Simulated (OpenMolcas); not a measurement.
**Pd²⁺ among point charges: CASSCF and CASPT2 levels and susceptibility**

Aim: the splitting of the states of Pd²⁺ in the field of 6 point charges, its lowest levels with spin-orbit coupling and its magnetic susceptibility.

Program: OpenMolcas 26.06. Level of theory: state-averaged CASSCF and CASPT2, spin-orbit coupling by RASSI with atomic mean-field integrals. These are calculated values, not measurements, unless marked.

### Step 1. What is computed

```
Species                           : Pd²⁺ (palladium, Z = 46, 44 electrons)
Basis                             : ANO-RCC-VTZP [7s6p4d2f1g], 68 functions
Scalar Hamiltonian                : DKH2, point nucleus
Inactive shells                   : 1s 2s 2p 3s 3p 3d 4s 4p
Active space                      : 8 electrons in 5 orbitals (4d)
Some configurations of this space : 4d8
Orbitals                          : optimised for each spin and parity, averaged over all roots
```

The outer shells:

4d8
```
4d [↑↓][↑↓][↑↓][↑ ][↑ ]
```

The ion sits among 6 point charges of -1.5 e arranged as a trigonal prism (D3h), 2.29 Å from the ion, with a polar angle of 42.7° against the regular 49.1°.

The work runs as a chain of OpenMolcas steps in one folder; each step below is one input file. Labels, J, g values, rates, χT and fits are worked out afterwards by a script from the matrices that RASSI stores.

### Step 2. Basis and integrals

Contents of a.inp:

```
&GATEWAY
Coord
1

Pd 0.0 0.0 0.0
Basis=ANO-RCC-VTZP
Group=NoSym
NoMove
AngMom=0.0 0.0 0.0
AMFI
XField
6 Angstrom 0
1.553485 0.000000 1.682494 -1.500000
-0.776742 1.345357 1.682494 -1.500000
-0.776742 -1.345357 1.682494 -1.500000
1.553485 0.000000 -1.682494 -1.500000
-0.776742 1.345357 -1.682494 -1.500000
-0.776742 -1.345357 -1.682494 -1.500000
&SEWARD
```

Run with:

```sh
OMP_NUM_THREADS=1 MOLCAS_MEM=1689 MOLCAS_PROJECT=a pymolcas a.inp > a.log
```

### Step 3. Reference wave functions, triplets, 10 roots

Contents of a.inp:

```
&RASSCF
FileOrb=start.orb
Symmetry=1
Spin=3
nActEl=8 0 0
Inactive=18
Ras2=5
CIRoot=10 10 1
SDav=10
CIMx=300
Iter=120 100
PrWF=0.3
OrbListing=Nothing
MaxOrb=0
>>> COPY $Project.JobIph JOB001
```

start.orb holds the contracted functions of the basis, ordered by shell, or the orbitals of the step before.

### Step 4. Reference wave functions, singlets, 15 roots

Contents of a.inp:

```
&RASSCF
FileOrb=start.orb
Symmetry=1
Spin=1
nActEl=8 0 0
Inactive=18
Ras2=5
CIRoot=15 15 1
SDav=15
CIMx=300
Iter=120 100
PrWF=0.3
OrbListing=Nothing
MaxOrb=0
>>> COPY $Project.JobIph JOB002
```

### Step 5. State interaction with spin-orbit coupling

Contents of a.inp:

```
&RASSI
NrOfJobIphs=2 10 15
1 2 3 4 5 6 7 8 9 10
1 2 3 4 5 6 7 8 9 10 11 12 13 14 15
IphNames
JOB001
JOB002
EJob
SpinOrbit
DIPRint=1.0
SOCoupling=1000.0
Subsets=2
Property=9
'ANGMOM' 1 'ANGMOM' 2 'ANGMOM' 3 'MLTPL  1' 1 'MLTPL  1' 2 'MLTPL  1' 3
'AMFI' 1 'AMFI' 2 'AMFI' 3
SOProperty=3
'ANGMOM' 1 'ANGMOM' 2 'ANGMOM' 3
```

### Step 6. CASPT2: IPEA 0.25, imaginary shift 0.1 (closed shells correlated: 4s 4p)

Contents of a.inp:

```
>>> COPY JOB001 $Project.JobIph
&CASPT2
Multistate=10 1 2 3 4 5 6 7 8 9 10
NoMult
Frozen=14
IPEA=0.25
Imaginary=0.1
MaxIter=60
WThr=0.0 0.3 0.05
PrWF=0.5
NoMix
>>> COPY JOB002 $Project.JobIph
&CASPT2
Multistate=15 1 2 3 4 5 6 7 8 9 10 11 12 13 14 15
NoMult
Frozen=14
IPEA=0.25
Imaginary=0.1
MaxIter=60
WThr=0.0 0.3 0.05
PrWF=0.5
NoMix
```

(Steps that only read results are left out.)

What does the calculation give? Wanted: spin-free ground state; first state of the same spin within the active space; lowest level; next level.

The runs gave:

| quantity | value |
| --- | --- |
| method | SS-CASPT2, IPEA 0.25, imaginary shift 0.1 (closed shells correlated: 4s 4p) |
| spin-free ground state | 3A2, 1-fold in its orbital part |
| first state of the same spin within the active space | 3E at 2860 cm⁻¹ |
| lowest level | 1-fold A1 |
| next level | 377.4 cm⁻¹ |
| χT at 300 K | 2.38 cm³ K/mol |
| effective moment at 300 K | 4.36 μB |

Cost by method:

```csv
method,time of its own steps,time with the reference
A. CASSCF,7.6 s,7.6 s
"B. SS-CASPT2, IPEA 0.25, imaginary shift 0.1, +4s 4p",6.5 s,14 s
```

Times are of one thread on a shared host.

In words: The spin-free ground state (3A2) comes to 94 % from free-ion F terms and keeps the highest spin of the shell. χT at 300 K is 2.38, against 1.00 cm³ K/mol for the spin alone, so orbital moment adds to it. CASPT2 does not keep the components of a term degenerate, and the means are used. The field of point charges can differ much from that of real complexes. Point charges carry no covalency, so the field is a model and not that of real ligands.
